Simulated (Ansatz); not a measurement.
Below is the output of a Python script on the Python package of Ansatz (0.2.0) that makes a geometry optimisation of CH₆GeN₂S, SMILES N[C]1(S)[NH][GeH2]1. Write a script that gives it. Use: PBE, def2-SVP basis, multiplicity 1.

| atom | x (Å) | y (Å) | z (Å) |
| --- | --- | --- | --- |
| N | 0.2213 | 0.8004 | 1.2373 |
| C | 0.1479 | -0.2842 | 0.2887 |
| S | 1.0568 | -1.7637 | 0.7432 |
| N | -1.0528 | -0.5610 | -0.2563 |
| Ge | 0.1036 | 0.1298 | -1.5905 |
| H | -0.2385 | 1.7110 | 0.7737 |
| H | 1.2021 | 1.0752 | 1.4169 |
| H | 0.3744 | -1.9298 | 1.9254 |
| H | -1.7980 | 0.2147 | 0.0026 |
| H | -0.3921 | 1.5455 | -1.9694 |
| H | 0.4407 | -0.9948 | -2.5510 |

Running `python run_opt.py` prints:
```text
ch6gen2s: converged              True
ch6gen2s: free_energy_ev         -71436.03157170369
ch6gen2s: reference_energy_ev    -71436.03157170369
ch6gen2s: n_frozen               0
ch6gen2s: n_occupied             [37, 37]
ch6gen2s: n_virtual              [85, 85]
ch6gen2s: bond        before    after (A)
N0-C1        1.4428   1.3592
N0-H5        1.1205   1.0200
N0-H6        1.0343   1.0184
C1-S2        1.7949   1.7812
C1-N3        1.3473   1.3046
C1-Ge4       1.9248   2.9408
S2-H7        1.3751   1.3898
N3-Ge4       1.8959   2.0642
N3-H8        1.1064   1.0263
Ge4-H9       1.5471   1.6073
Ge4-H10      1.5169   1.6070
ch6gen2s: angle C1-N0-H5: 120.15 deg
ch6gen2s: angle C1-N0-H6: 120.84 deg
ch6gen2s: angle H5-N0-H6: 118.06 deg
ch6gen2s: angle N0-C1-S2: 119.12 deg
ch6gen2s: angle N0-C1-N3: 124.37 deg
ch6gen2s: angle N0-C1-Ge4: 161.84 deg
ch6gen2s: angle S2-C1-N3: 116.51 deg
ch6gen2s: angle S2-C1-Ge4: 79.03 deg
dipole moment 7.748 D
Mulliken: [('N', -0.041), ('C', -0.052), ('S', 0.066), ('N', -0.176), ('Ge', 0.02), ('H', 0.134), ('H', 0.133), ('H', 0.022), ('H', 0.13), ('H', -0.119), ('H', -0.117)]
```

One script that gives this output:

`run_opt.py`:
```python
import logging
import sys

import ansatz
import numpy as np

logging.basicConfig(stream=sys.stdout, format="%(name)s: %(message)s")
logger = logging.getLogger("ch6gen2s")
logger.setLevel(logging.INFO)


def main() -> None:
    geometry_ang = [
        ("N", (0.2213, 0.8004, 1.2373)),
        ("C", (0.1479, -0.2842, 0.2887)),
        ("S", (1.0568, -1.7637, 0.7432)),
        ("N", (-1.0528, -0.561, -0.2563)),
        ("Ge", (0.1036, 0.1298, -1.5905)),
        ("H", (-0.2385, 1.711, 0.7737)),
        ("H", (1.2021, 1.0752, 1.4169)),
        ("H", (0.3744, -1.9298, 1.9254)),
        ("H", (-1.798, 0.2147, 0.0026)),
        ("H", (-0.3921, 1.5455, -1.9694)),
        ("H", (0.4407, -0.9948, -2.551)),
    ]
    system = ansatz.Crystal.molecule()
    for symbol, xyz in geometry_ang:
        system = system.atom(symbol, xyz)

    calc = (
        system.calculation()
        .basis(gaussian="def2-SVP")
        .functional("pbe")
    )
    symbols = [site.symbol for site in system.cartesian_sites]
    start = np.array([site.position_ang for site in system.cartesian_sites], dtype=float)
    r = calc.relax(force_tolerance=0.005).run(threads=1).report
    end = np.array(r["positions_ang"])

    for key in ("converged", "free_energy_ev", "reference_energy_ev", "n_frozen", "n_occupied", "n_virtual"):
        logger.info(f"{key:22s} {r[key]}")

    logger.info("bond        before    after (A)")
    for i, j in [(0, 1), (0, 5), (0, 6), (1, 2), (1, 3), (1, 4), (2, 7), (3, 4), (3, 8), (4, 9), (4, 10)]:
        d0, d1 = (np.linalg.norm(xyz[i] - xyz[j]) for xyz in (start, end))
        print(f"{symbols[i]}{i}-{symbols[j]}{j}".ljust(10), f"{d0:8.4f} {d1:8.4f}")
    for i, j, k in [(1, 0, 5), (1, 0, 6), (5, 0, 6), (0, 1, 2), (0, 1, 3), (0, 1, 4), (2, 1, 3), (2, 1, 4)]:
        u, v = end[i] - end[j], end[k] - end[j]
        logger.info(f"angle {symbols[i]}{i}-{symbols[j]}{j}-{symbols[k]}{k}: {np.degrees(np.arccos(np.clip(u @ v / np.linalg.norm(u) / np.linalg.norm(v), -1, 1))):.2f} deg")

    charges = r["charge_distribution"]
    print("dipole moment", round(4.803205 * float(np.linalg.norm(charges["dipole_moment_e_ang"])), 3), "D")
    print("Mulliken:", [(s, round(q, 3)) for s, q in zip(symbols, charges["mulliken_charges_e"])])


if __name__ == "__main__":
    main()
```

Total energies depend on the basis set; only differences at equal settings carry meaning. The end point is the stationary point reached from this start; no frequency run checks that it is a minimum, and the basis set is modest. The bonding changed during the relaxation, so the end is another isomer than the start names. Finished in 2.8 min on 1 thread of Arm Neoverse V2 (shared host), peak memory 0.24 GiB.

(Lines on the test bed's own set-up are left out of the output.)
